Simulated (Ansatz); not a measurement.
# GaSiH4OF (SMILES [OH][GaH][SiH2]F) at HF/STO-3G

What is the vertical ionisation energy of GaSiH4OF at HF/STO-3G? 

The calculation is run with Ansatz 0.2.0.

101 further runs of the same task are left out: 101 set aside as unsound or not needed. Runs told in other sessions of the task aren't counted.

**1. Starting point**

GaSiH4OF has 8 atoms, charge 0, and is taken as a singlet. SMILES: `[OH][GaH][SiH2]F`. The coordinates come from a PBE0-D4/def2-TZVP relaxation. This is one conformer, not always the lowest.

Bond lengths: O1–Ga2 1.790 Å, Ga2–Si3 2.420 Å, Si3–F4 1.613 Å, O1–H5 0.960 Å, Ga2–H6 1.562 Å, Si3–H7 1.488 Å, Si3–H8 1.488 Å. Angles: O1–Ga2–Si3 116.0°, Ga2–Si3–F4 107.9°, O1–Ga2–H6 113.5°, Si3–Ga2–H6 130.5°, Ga2–O1–H5 113.9°, Ga2–Si3–H7 113.0°, Ga2–Si3–H8 113.0°, F4–Si3–H7 107.4°, F4–Si3–H8 107.4°, H7–Si3–H8 107.8°.

**2. The energy at HF/STO-3G**

Input file in.yaml:

```yaml
crystal:
  periodic: [false, false, false]
  atoms:
    - {symbol: O, position_ang: [-2.152600, 0.668300, 0.454500]}
    - {symbol: Ga, position_ang: [-0.411400, 1.077100, 0.391700]}
    - {symbol: Si, position_ang: [1.066700, -0.691400, -0.347100]}
    - {symbol: F, position_ang: [0.165400, -1.990600, -0.663200]}
    - {symbol: H, position_ang: [-2.350300, -0.231700, 0.185400]}
    - {symbol: H, position_ang: [-0.099500, 2.542900, 0.831400]}
    - {symbol: H, position_ang: [2.066800, -1.082700, 0.683500]}
    - {symbol: H, position_ang: [1.806900, -0.348800, -1.592100]}
basis:
  gaussian: {orbitals: STO-3G}
hamiltonian: {xc: hf}
accuracy: high
output: {orbitals: {seedname: orbitals}}
```

Command:

```sh
$ ansatz run in.yaml --threads 1 --pin off --max-ram 2610MiB --events-out events.jsonl --progress --plain --runs-dir runs
```

Standard output:

```text
Warning: RAYON_NUM_THREADS=1 ignored (pool sized by the plan → 1); use --threads N
Functional definition: HF
  name "HF"
  exchange = exact_x
  correlation = 0
723 factors; integrals over basis functions are off by at most 1.3e-8 eV
mean field evaluation 1: about -64234.4289 eV, gradient 2.9e1 eV
mean field evaluation 2: about -64234.5061 eV, gradient 2.9e1 eV
mean field evaluation 4: about -64238.2418 eV, gradient 2.9e0 eV
mean field evaluation 8: about -64238.2962 eV, gradient 1.4e-1 eV
mean field evaluation 16: about -64238.2948 eV, gradient 1.2e-8 eV
mean field evaluation 32: about -64237.8237 eV, gradient 5.1e0 eV
mean field -64238.29481774 eV, -2360.7137922719 hartree, gradient 1.2e-8 eV, S^2 0.000000; 0 other end points of the search recorded, 0 dependent functions left out
reference -64238.29481774 eV, -2360.7137922719 hartree; 33, 33 occupied and 8, 8 virtual orbitals, 723 factors
Total energy: -64238.29481774 eV, -2360.7137922719 hartree
```

Wall time 0.76 s (1 thread of Arm Neoverse V1, shared host).

**3. The doublet cation**

Input file input.yaml:

```yaml
basis:
  gaussian: {orbitals: STO-3G}
crystal:
  periodic: [false, false, false]
  atoms:
    - {symbol: O, position_ang: [-2.152600, 0.668300, 0.454500]}
    - {symbol: Ga, position_ang: [-0.411400, 1.077100, 0.391700]}
    - {symbol: Si, position_ang: [1.066700, -0.691400, -0.347100]}
    - {symbol: F, position_ang: [0.165400, -1.990600, -0.663200]}
    - {symbol: H, position_ang: [-2.350300, -0.231700, 0.185400]}
    - {symbol: H, position_ang: [-0.099500, 2.542900, 0.831400]}
    - {symbol: H, position_ang: [2.066800, -1.082700, 0.683500]}
    - {symbol: H, position_ang: [1.806900, -0.348800, -1.592100]}
accuracy: high
hamiltonian: {xc: hf}
output: {orbitals: {seedname: orbitals}}
magnetization: {spin_polarized: true, initial_magnetization: 1}
total_charge: 1
```

Command:

```sh
$ ansatz run input.yaml --threads 1 --pin off --max-ram 2610MiB --events-out events.jsonl --progress --plain --runs-dir runs
```

Standard output, shortened:

```text
Warning: RAYON_NUM_THREADS=1 ignored (pool sized by the plan → 1); use --threads N
[... 2 set-up lines as earlier in the session ...]
[...]
722 factors; integrals over basis functions are off by at most 1.3e-8 eV
[...]
mean field -64235.95934625 eV, -2360.6279652776 hartree, gradient 2.0e-8 eV, S^2 0.752286; 3 other end points of the search recorded, 0 dependent functions left out
reference -64235.95934625 eV, -2360.6279652776 hartree; 33, 32 occupied and 8, 9 virtual orbitals, 722 factors
Total energy: -64235.95934625 eV, -2360.6279652776 hartree
```

Run time: 3.9 s. Hardware: 1 thread of Arm Neoverse V1, shared host; peak memory 0.12 GiB.

**4. Summary of results**

At HF/STO-3G:

| quantity | value |
| --- | --- |
| singlet GaSiH4OF: total energy | -2360.71379 Eh |
| singlet GaSiH4OF: HOMO energy | -7.09 eV |
| singlet GaSiH4OF: LUMO energy | 5.07 eV |
| singlet GaSiH4OF: HOMO–LUMO gap | 12.16 eV |
| doublet cation: total energy | -2360.62797 Eh |
| doublet cation: HOMO energy (highest over α and β) | -15.50 eV |
| doublet cation: LUMO energy (lowest over α and β) | -4.15 eV |
| doublet cation: ⟨S²⟩ | 0.752 |
| vertical ionisation energy (to the doublet cation), in doubt | 2.335 eV |

In words: Removing an electron at fixed nuclei costs 2.34 eV (225 kJ/mol). −ε(HOMO) before ionisation, 7.09 eV, is 4.75 eV above this ionisation energy. This ionisation energy lies far from the orbital energy or is small for a neutral ground state: the minimal basis may be the cause, the hole may sit in another orbital, or the first species is not in its lowest state. In a minimal basis such a difference can be off by several eV, whatever the method.
